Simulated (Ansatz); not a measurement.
# Sc2AlSi2: the cost of one run

Computed with Ansatz 0.2.0 (DFT r2SCAN, scalar-relativistic, plane waves, PAW, unless a step's input says otherwise).

### 1 The structure to begin with

It takes space group P4/mbm (No. 127, tetragonal). The conventional cell has a = 6.578 Å, b = 6.578 Å, c = 4.015 Å, α = 90.00°, β = 90.00°, γ = 90.00°. Sc (site symmetry m2m) is surrounded by 6 Si at 2.72 to 2.84 Å. Around Al (site symmetry 4/m) lie 4 Si at 2.60 Å. Si (site symmetry m2m) is surrounded by 1 Si at 2.35 Å and 2 Al at 2.60 Å and 6 Sc at 2.72 to 2.84 Å.

Coordinates:

```
Sc Al Si
1.0
     6.57784    0.00000    0.00000
     0.00000    6.57784    0.00000
     0.00000    0.00000    4.01475
Sc Al Si
4 2 4
Cartesian
  4.4465 5.4203 2.0074
  2.1314 1.1576 2.0074
  1.1576 4.4465 2.0074
  5.4203 2.1314 2.0074
  0.0000 0.0000 0.0000
  3.2889 3.2889 0.0000
  5.7483 4.1184 0.0000
  0.8295 2.4594 0.0000
  2.4594 5.7483 0.0000
  4.1184 0.8295 0.0000
```

(A quick probe on a coarse mesh, which set the mesh and smearing, is not shown.)

### 3 The relaxation

File input.yaml:

```yaml
crystal:
  lattice:
    - [6.57784486, 0.0, 0.0]
    - [0.0, 6.57784486, 0.0]
    - [0.0, 0.0, 4.01474668]
  atoms:
    - { symbol: Sc, position: [0.67597908, 0.82402092, 0.5] }
    - { symbol: Sc, position: [0.32402092, 0.17597908, 0.5] }
    - { symbol: Sc, position: [0.17597908, 0.67597908, 0.5] }
    - { symbol: Sc, position: [0.82402092, 0.32402092, 0.5] }
    - { symbol: Al, position: [0.0, 0.0, 0.0] }
    - { symbol: Al, position: [0.5, 0.5, 0.0] }
    - { symbol: Si, position: [0.87389537, 0.62610463, 0.0] }
    - { symbol: Si, position: [0.12610463, 0.37389537, 0.0] }
    - { symbol: Si, position: [0.37389537, 0.87389537, 0.0] }
    - { symbol: Si, position: [0.62610463, 0.12610463, 0.0] }
basis:
  ecutwfc: 500
kpoints:
  mp_grid: { grid: [6, 6, 10] }
hamiltonian:
  xc: r2scan
scf:
  occupations: { method: gaussian, width: 0.1 }
output:
  forces: true
  stress: true
  eigenvalues: true
  write_density: true
  write_potential: true
  elf: true
  volumetric_format: npy
relax:
  adjacent_minimum: "off"
  f_tol: 0.01
  max_steps: 80
  cell: { stress_tol: 0.05 }
```

Run with:

```
ansatz run input.yaml --threads 1 --pin off --max-ram 2560MiB --backend cpu --events-out ev --progress --plain --runs-dir out
```

**Question.** How long does this run take on 1 thread of Intel Xeon 6975P-C (Granite Rapids), shared host, and how much memory does it need?

About 1.7 min, with a peak of 1 GiB.
